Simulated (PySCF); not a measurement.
Molecule: NBF3H3, in a box.

```
N B F H
1.0
    12.00000    0.00000    0.00000
     0.00000   12.00000    0.00000
     0.00000    0.00000   13.00000
N B F H
1 1 3 3
Cartesian
  5.3908 5.7950 7.2983
  6.4241 5.8861 5.9845
  7.4137 4.9870 6.2745
  5.6412 5.5353 4.9187
  6.8362 7.1907 5.9732
  4.6123 6.4347 7.1746
  5.8863 6.0420 8.1493
  5.0283 4.8513 7.3919
```

Base run:

| Quantity | Value |
| --- | --- |
| Program | PySCF 2.14.0 |
| Functional | PBE |
| Potentials or basis | cc-pvdz (all-electron) |
| k mesh | 1 × 1 × 1 |
| Occupations | fixed |
| Spin | no spin polarisation |

Its results: gap between the frontier levels 7.11 eV.

**Question.** The run is repeated on the same cell with these changes: functional from PBE to TASK. What comes out?

**Answer.** Gap between the frontier levels 10.19 eV.

TASK gives the wider gap, since meta-GGAs in the generalised Kohn-Sham scheme recover part of the derivative discontinuity.

Caveats: this is a molecule in a periodic box at the Γ point, so its band gap is the HOMO-LUMO gap; the basis of atomic orbitals isn't converged, which shifts pressures, moduli and gaps.

